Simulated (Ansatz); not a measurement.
# CAM-B3LYP/def2-SVP (core potential) run of CH3ClFIn (SMILES [CH3][In]([F])[Cl])

What is the energy change on altering one bond length of CH3ClFIn at CAM-B3LYP/def2-SVP (core potential)? 

The calculation is run with Ansatz 0.2.0.

118 further runs of the same task are left out: 1 that didn't finish, 117 set aside as unsound or not needed. Runs told in other sessions of the task aren't counted.

## (1) The structure to begin with

CH3ClFIn has 7 atoms, charge 0, and is taken as a singlet. SMILES: `[CH3][In]([F])[Cl]`. The shape is that of a PBE0-D4/def2-TZVP optimisation.

Bond lengths: C1–In2 2.122 Å, In2–F3 1.947 Å, In2–Cl4 2.316 Å, C1–H5 1.089 Å, C1–H6 1.090 Å, C1–H7 1.088 Å. Angles: C1–In2–F3 121.8°, C1–In2–Cl4 129.4°, F3–In2–Cl4 108.8°, In2–C1–H5 109.1°, In2–C1–H6 108.9°, In2–C1–H7 109.1°, H5–C1–H6 109.2°, H5–C1–H7 110.4°, H6–C1–H7 110.2°.

## (2) A single-point energy at CAM-B3LYP/def2-SVP (core potential)

job.yaml

```yaml
crystal:
  periodic: [false, false, false]
  atoms:
    - symbol: C
      position_ang: [-0.390800, 0.951400, 0.427300]
    - symbol: In
      position_ang: [0.391000, -0.846100, -0.384300]
    - symbol: F
      position_ang: [2.306000, -1.125500, -0.600500]
    - symbol: Cl
      position_ang: [-0.728400, -2.728700, -1.135500]
    - symbol: H
      position_ang: [-1.112900, 1.373000, -0.270800]
    - symbol: H
      position_ang: [-0.891300, 0.725700, 1.368500]
    - symbol: H
      position_ang: [0.426300, 1.650400, 0.595200]
basis:
  gaussian: {orbitals: def2-SVP}
hamiltonian: {xc: {name: CAM-B3LYP}}
accuracy: high
output: {orbitals: {seedname: orbitals}}
```

Run with:

```bash
$ ansatz run job.yaml --threads 1 --pin off --max-ram 3480MiB --events-out events.jsonl --progress --plain --runs-dir runs
```

Standard output:

```text
Warning: RAYON_NUM_THREADS=1 ignored (pool sized by the plan → 1); use --threads N
Functional definition: CAM-B3LYP
  name "CAM-B3LYP"
  parameter alpha = 0.19
  parameter beta = 0.46
  parameter omega = 0.33/bohr
  parameter ac = 0.81
  exchange = (1 - alpha - beta)*b88_x + beta*b88_x_sr(omega) + alpha*exact_x + beta*exact_x_lr(omega)
  correlation = (1 - ac)*vwn5_c + ac*lyp_c
1981 factors; integrals over basis functions are off by at most 3.3e-9 eV
422 factors; integrals over basis functions are off by at most 1.5e-9 eV
mean field evaluation 1: about -21487.0473 eV, gradient 5.2e1 eV
mean field evaluation 2: about -21483.4166 eV, gradient 7.3e1 eV
mean field evaluation 4: about -21492.7460 eV, gradient 1.9e0 eV
mean field evaluation 8: about -21492.8359 eV, gradient 1.7e-1 eV
mean field evaluation 16: about -21492.8360 eV, gradient 2.1e-5 eV
mean field -21492.83602251 eV, -789.8471554599 hartree, gradient 4.9e-8 eV, S^2 0.000000; 0 other end points of the search recorded, 0 dependent functions left out
reference -21492.83604314 eV, -789.8471562179 hartree; 28, 28 occupied and 59, 59 virtual orbitals, 1981 factors
Total energy: -21492.83604314 eV, -789.8471562179 hartree
```

It took 8.1 s on 1 thread of Arm Neoverse V2, shared host; peak memory 0.35 GiB.

## (3) The distorted shape at the same level

run.yaml

```yaml
crystal:
  periodic: [false, false, false]
  atoms:
    - symbol: C
      position_ang: [0.504720, 2.457480, 1.028260]
    - symbol: In
      position_ang: [1.286520, 0.659980, 0.216660]
    - symbol: F
      position_ang: [3.201520, 0.380580, 0.000460]
    - symbol: Cl
      position_ang: [-0.728400, -2.728700, -1.135500]
    - symbol: H
      position_ang: [-0.217380, 2.879080, 0.330160]
    - symbol: H
      position_ang: [0.004220, 2.231780, 1.969460]
    - symbol: H
      position_ang: [1.321820, 3.156480, 1.196160]
basis:
  gaussian: {orbitals: def2-SVP}
accuracy: high
hamiltonian: {xc: {name: CAM-B3LYP}}
total_charge: 0
output: {orbitals: {seedname: orbitals}}
```

Run with:

```bash
$ ansatz run run.yaml --threads 1 --pin off --max-ram 3480MiB --events-out events.jsonl --progress --plain --runs-dir runs
```

Standard output (excerpt; [...] marks lines left out):

```text
Warning: RAYON_NUM_THREADS=1 ignored (pool sized by the plan → 1); use --threads N
Functional definition: CAM-B3LYP
  name "CAM-B3LYP"
[...]
1928 factors; integrals over basis functions are off by at most 8.7e-9 eV
445 factors; integrals over basis functions are off by at most 1.3e-9 eV
[...]
mean field -21488.90385602 eV, -789.7026510067 hartree, gradient 6.7e-8 eV, S^2 0.000000; 2 other end points of the search recorded, 0 dependent functions left out
reference -21488.90387741 eV, -789.7026517926 hartree; 28, 28 occupied and 59, 59 virtual orbitals, 1928 factors
Total energy: -21488.90387741 eV, -789.7026517926 hartree
```

Run time: 9.3 s. Hardware: 1 thread of Arm Neoverse V2, shared host; peak memory 0.34 GiB.

## (4) Outcome

Level: CAM-B3LYP/def2-SVP (core potential).

| quantity | value |
| --- | --- |
| first shape: total energy | -789.84716 Eh |
| first shape: HOMO energy | -9.87 eV |
| first shape: LUMO energy | -0.41 eV |
| first shape: HOMO–LUMO gap | 9.46 eV |
| distorted shape: total energy | -789.70265 Eh |
| distorted shape: HOMO energy | -7.51 eV |
| distorted shape: LUMO energy | -3.98 eV |
| distorted shape: HOMO–LUMO gap | 3.53 eV |
| energy change with the In2–Cl4 bond stretched from 2.316 to 4.168 Å | 3.932 eV |

**Reading.** With the In2–Cl4 bond stretched from 2.316 to 4.168 Å the energy rises by 3.93 eV (91 kcal/mol). The first shape isn't relaxed at this level, so the change isn't measured from a minimum. A restricted reference can't describe the breaking bond well at this length.
